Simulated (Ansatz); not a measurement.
# One shape, several levels: GeHF2 (SMILES [F][GeH][F])

We compute a comparison of 6 runs (UHF/STO-3G, UHF/3-21G, UHF/def2-SVP, UPBE/cc-pVDZ, UB3LYP/6-31G*) of GeHF2. 

Program for the calculation: Ansatz 0.2.0.

5 further runs of the same task are left out: 2 that didn't finish, 3 set aside as unsound or not needed.

**1. The structure to begin with**

The species is GeHF2 (4 atoms), meant as a doublet with charge 0. SMILES: `[F][GeH][F]`. Geometry: relaxed at PBE0-D4/def2-TZVP.

Bond lengths: F1–Ge2 1.732 Å, Ge2–F3 1.732 Å, Ge2–H4 1.564 Å. Angles: F1–Ge2–F3 103.8°, F1–Ge2–H4 106.9°, F3–Ge2–H4 107.0°.

**2. Energy and gradient at UHF/STO-3G (run 1)**

run.yaml

```yaml
crystal:
  periodic: [false, false, false]
  atoms:
    - symbol: F
      position_ang: [-0.250300, -0.050400, 1.551900]
    - symbol: Ge
      position_ang: [0.499400, -0.086500, -0.009500]
    - symbol: F
      position_ang: [-0.446800, -1.234800, -0.896800]
    - symbol: H
      position_ang: [0.253200, 1.311400, -0.665800]
basis:
  gaussian:
    orbitals: STO-3G
output: {forces: true, orbitals: {seedname: orbitals}}
accuracy: high
hamiltonian:
  xc: hf
magnetization:
  spin_polarized: true
  initial_magnetization: 1
```

On the command line:

```bash
ansatz run run.yaml --threads 1 --pin off --max-ram 2610MiB --events-out events.jsonl --progress --plain --runs-dir runs
```

What it wrote:

```text
Warning: RAYON_NUM_THREADS=1 ignored (pool sized by the plan → 1); use --threads N
Functional definition: HF
  name "HF"
  exchange = exact_x
  correlation = 0
454 factors; integrals over basis functions are off by at most 6.2e-9 eV
mean field evaluation 1: about -61178.6473 eV, gradient 1.5e1 eV
mean field evaluation 2: about -61178.7253 eV, gradient 1.5e1 eV
mean field evaluation 4: about -61181.4213 eV, gradient 1.5e0 eV
mean field evaluation 8: about -61181.4861 eV, gradient 2.5e-4 eV
mean field -61181.48230205 eV, -2248.3780043021 hartree, gradient 1.8e-8 eV, S^2 0.757133; 0 other end points of the search recorded, 0 dependent functions left out
the calculation of the forces begins
reference -61181.48230205 eV, -2248.3780043021 hartree; 26, 25 occupied and 3, 4 virtual orbitals, 454 factors
Total energy: -61181.48230205 eV, -2248.3780043021 hartree
Atom 0 at    -0.250300    -0.050400     1.551900 Å, force     0.552735    -0.089573    -1.345560 eV/Å
Atom 1 at     0.499400    -0.086500    -0.009500 Å, force    -1.593368     1.021797    -0.365229 eV/Å
Atom 2 at    -0.446800    -1.234800    -0.896800 Å, force     0.726182     0.958596     0.821779 eV/Å
Atom 3 at     0.253200     1.311400    -0.665800 Å, force     0.314451    -1.890820     0.889009 eV/Å
Dipole moment:     0.345365     0.114729    -0.083247 e Å
```

Wall time 0.56 s (1 thread of Arm Neoverse V1, shared host).

**3. Energy and forces at UHF/3-21G (run 2)**

molecule.yaml

```yaml
basis:
  gaussian:
    orbitals: 3-21G-spherical.json
crystal:
  periodic: [false, false, false]
  atoms:
    - symbol: F
      position_ang: [-0.250300, -0.050400, 1.551900]
    - symbol: Ge
      position_ang: [0.499400, -0.086500, -0.009500]
    - symbol: F
      position_ang: [-0.446800, -1.234800, -0.896800]
    - symbol: H
      position_ang: [0.253200, 1.311400, -0.665800]
magnetization:
  spin_polarized: true
  initial_magnetization: 1
hamiltonian:
  xc: hf
accuracy: high
output:
  forces: true
  orbitals: {seedname: orbitals}
```

The basis set 3-21G is read from a file made from the Basis Set Exchange's data (not shown).

On the command line:

```bash
ansatz run molecule.yaml --threads 1 --pin off --max-ram 2610MiB --events-out events.jsonl --progress --plain --runs-dir runs
```

What it wrote, cut to the lines that bear on the results:

```text
Warning: RAYON_NUM_THREADS=1 ignored (pool sized by the plan → 1); use --threads N
[... 2 set-up lines as earlier in the session ...]
[...]
698 factors; integrals over basis functions are off by at most 6.1e-9 eV
[...]
mean field -61600.49250528 eV, -2263.7763452557 hartree, gradient 5.9e-8 eV, S^2 0.756342; 0 other end points of the search recorded, 0 dependent functions left out
[...]
reference -61600.49250528 eV, -2263.7763452557 hartree; 26, 25 occupied and 16, 17 virtual orbitals, 698 factors
Total energy: -61600.49250528 eV, -2263.7763452557 hartree
Atom 0 at    -0.250300    -0.050400     1.551900 Å, force     0.719617    -0.183340    -1.346944 eV/Å
Atom 1 at     0.499400    -0.086500    -0.009500 Å, force    -1.870728    -0.480689     0.383868 eV/Å
Atom 2 at    -0.446800    -1.234800    -0.896800 Å, force     0.897255     0.890632     0.874034 eV/Å
Atom 3 at     0.253200     1.311400    -0.665800 Å, force     0.253855    -0.226603     0.089042 eV/Å
Dipole moment:     0.582695     0.271763    -0.178264 e Å
```

Run time: 0.78 s. Hardware: 1 thread of Arm Neoverse V1, shared host; peak memory 0.11 GiB.

**4. Energy and gradient at UHF/def2-SVP (run 3)**

in.yaml

```yaml
crystal:
  periodic: [false, false, false]
  atoms:
    - {symbol: F, position_ang: [-0.250300, -0.050400, 1.551900]}
    - {symbol: Ge, position_ang: [0.499400, -0.086500, -0.009500]}
    - {symbol: F, position_ang: [-0.446800, -1.234800, -0.896800]}
    - {symbol: H, position_ang: [0.253200, 1.311400, -0.665800]}
basis:
  gaussian:
    orbitals: def2-SVP
magnetization:
  spin_polarized: true
  initial_magnetization: 1
hamiltonian:
  xc: hf
accuracy: high
output: {forces: true, orbitals: {seedname: orbitals}}
```

On the command line:

```bash
ansatz run in.yaml --threads 1 --pin off --max-ram 2610MiB --events-out events.jsonl --progress --plain --runs-dir runs
```

What it wrote, cut to the lines that bear on the results:

```text
Warning: RAYON_NUM_THREADS=1 ignored (pool sized by the plan → 1); use --threads N
[... 2 set-up lines as earlier in the session ...]
[...]
1245 factors; integrals over basis functions are off by at most 3.9e-9 eV
[...]
mean field -61890.47469359 eV, -2274.4329941190 hartree, gradient 4.9e-8 eV, S^2 0.757667; 0 other end points of the search recorded, 0 dependent functions left out
[...]
reference -61890.47469359 eV, -2274.4329941190 hartree; 26, 25 occupied and 39, 40 virtual orbitals, 1245 factors
Total energy: -61890.47469359 eV, -2274.4329941190 hartree
Atom 0 at    -0.250300    -0.050400     1.551900 Å, force     0.235871    -0.052647    -0.419012 eV/Å
Atom 1 at     0.499400    -0.086500    -0.009500 Å, force    -0.662792     0.140729    -0.013737 eV/Å
Atom 2 at    -0.446800    -1.234800    -0.896800 Å, force     0.290317     0.278648     0.266505 eV/Å
Atom 3 at     0.253200     1.311400    -0.665800 Å, force     0.136604    -0.366730     0.166244 eV/Å
Dipole moment:     0.522562     0.303888    -0.188980 e Å
```

Wall time 2.3 s (1 thread of Arm Neoverse V1, shared host); peak memory 0.18 GiB.

Runs 4 to 5 aren't shown in full; the table further down has their settings and results.

**5. Energy and gradient at UB3LYP/6-31G(d) (Cartesian functions) (run 6)**

in.yaml, as its differences from that of step 4:

```diff
@@ -1 +1,4 @@
+basis:
+  gaussian:
+    orbitals: "6-31G*"
 crystal:
@@ -7,5 +10,2 @@
     - {symbol: H, position_ang: [0.253200, 1.311400, -0.665800]}
-basis:
-  gaussian:
-    orbitals: def2-SVP
 magnetization:
@@ -14,4 +14,6 @@
 hamiltonian:
-  xc: hf
+  xc: {name: B3LYP}
 accuracy: high
-output: {forces: true, orbitals: {seedname: orbitals}}
+output:
+  forces: true
+  orbitals: {seedname: orbitals}
```

On the command line:

```bash
ansatz run in.yaml --threads 1 --pin off --max-ram 2610MiB --events-out events.jsonl --progress --plain --runs-dir runs
```

What it wrote, cut to the lines that bear on the results:

```text
Warning: RAYON_NUM_THREADS=1 ignored (pool sized by the plan → 1); use --threads N
Functional definition: B3LYP
  name "B3LYP"
[...]
1260 factors; integrals over basis functions are off by at most 4.0e-9 eV
[...]
mean field -61962.22009888 eV, -2277.0695891327 hartree, gradient 5.7e-8 eV, S^2 0.752884; 0 other end points of the search recorded, 0 dependent functions left out
[...]
reference -61962.22013231 eV, -2277.0695903612 hartree; 26, 25 occupied and 41, 42 virtual orbitals, 1260 factors
Total energy: -61962.22013231 eV, -2277.0695903612 hartree
Atom 0 at    -0.250300    -0.050400     1.551900 Å, force    -0.136912     0.025856     0.340748 eV/Å
Atom 1 at     0.499400    -0.086500    -0.009500 Å, force     0.362931    -0.057221    -0.000365 eV/Å
Atom 2 at    -0.446800    -1.234800    -0.896800 Å, force    -0.181828    -0.241690    -0.211742 eV/Å
Atom 3 at     0.253200     1.311400    -0.665800 Å, force    -0.044190     0.273056    -0.128641 eV/Å
Dipole moment:     0.353682     0.272831    -0.160392 e Å
```

Run time: 8.4 s. Hardware: 1 thread of Arm Neoverse V1, shared host; peak memory 0.26 GiB.

**6. Overview of the runs**

```tsv
run	level	Cartesian functions	energy (Eh)	dipole moment (D)	HOMO energy (eV)	LUMO energy (eV)	wall time
1	UHF/STO-3G	no	-2248.378004	1.79	-7.00	4.26	0.56 s
2	UHF/3-21G	no	-2263.776345	3.20	-10.33	-0.10	0.78 s
3	UHF/def2-SVP	no	-2274.432994	3.04	-10.89	-0.03	2.3 s
4	UPBE/cc-pVDZ	no	-2276.780111	2.10	-5.96	-4.62	6.9 s
5	UB3LYP/6-31G* (spherical functions)	no	-2277.060821	2.29	-7.02	-4.11	8.4 s
6	UB3LYP/6-31G* (Cartesian functions)	yes	-2277.069590	2.28	-7.01	-4.11	8.4 s
```

**7. What came out**

| quantity | value |
| --- | --- |
| run 6: total energy | -2277.06959 Eh |
| run 6: dipole moment | 2.28 D |
| run 6: HOMO energy (highest over α and β) | -7.01 eV |
| run 6: LUMO energy (lowest over α and β) | -4.11 eV |
| run 6: ⟨S²⟩ | 0.753 |
| run 6: largest force on an atom | 0.369 eV/Å |

What this shows: The dipole moment (its size) runs from 1.79 D (UHF/STO-3G) to 3.20 D (UHF/3-21G). Totals of different functionals can't be ranked against each other. In run 1 the basis is minimal, so the values are rough. All runs together took 27 s, the longest 8.4 s.
